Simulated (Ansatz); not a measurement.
Working through energies of removing a hydrogen of C₂H₇GeNO, SMILES [CH3][Ge]1([OH])[CH2][NH]1

With the Ansatz DFT code, driven from Python.

The script reads `c2h7geno.xyz`:
```text
12

C    -1.54840   -0.37140    0.64030
Ge    0.29090   -0.52250    0.21920
O     1.34900   -0.83700    1.59020
C     1.14270    0.03230   -1.44900
N     0.86340    1.12630   -0.61430
H    -1.93190   -1.17120    1.24190
H    -1.73160    0.61800    1.19520
H    -2.13860   -0.28050   -0.32310
H     1.25290   -0.04770    2.24950
H     2.14640   -0.22500   -1.53270
H     0.37110   -0.01260   -2.29820
H     0.01110    1.63610   -0.88510
```

Notebook, run cell by cell (the value of a cell's last expression is shown):

In [1]:
```python
import ansatz
```

In [2]:
```python
BASIS_SET = "def2-SVPD"
XC = "hf"
```

In [3]:
```python
def energy_of(molecule, charge=0, unpaired=0):
    calc = (
        molecule.calculation()
        .basis(gaussian=BASIS_SET)  # the orbital basis, by name
        .functional(XC)
    )
    if charge:
        calc = calc.charge(charge)
    if unpaired:
        calc = calc.spin("collinear", total=unpaired)
    return calc.run(threads=1, backend="cpu").report["free_energy_ev"]
```

In [4]:
```python
def without(molecule, index):
    rest = ansatz.Crystal.molecule()
    for i, site in enumerate(molecule.cartesian_sites):
        if i != index:
            rest = rest.atom(site.symbol, site.position_ang)
    return rest
```

In [5]:
```python
mol = ansatz.Crystal.molecule_from_extxyz("c2h7geno.xyz")

whole = energy_of(mol, 0)
hydrogen = energy_of(ansatz.Crystal.molecule().atom("H", (0, 0, 0)), 0, 1)
print(f"E(molecule) = {whole:.5f} eV, E(H) = {hydrogen:.5f} eV")
for index in [7, 8, 10]:
    radical = energy_of(without(mol, index), 0, 1)
    print(f"H{index}: homolysis {(radical + hydrogen - whole):.3f} eV")
```
```text
E(molecule) = -62151.19080 eV, E(H) = -13.58606 eV
H7: homolysis 3.850 eV
H8: homolysis 3.477 eV
H10: homolysis 3.516 eV
```

Reading the output:
- Total energies depend on the basis set; only differences at equal settings carry meaning.
- The geometry is a force-field or estimated start, not a minimum of this method, and the basis set is short of its limit. All parts are taken at fixed geometry, without zero-point energy.
- The expectation value of S² is noticeably off S(S+1) in at least one run, so that state is spin-contaminated.
- Hartree-Fock leaves correlation out, so bond, atomisation and ionisation energies come out well too low.
- Timing: 110 s on 1 thread of Arm Neoverse V2, with other jobs on the host, peak memory 0.92 GiB.
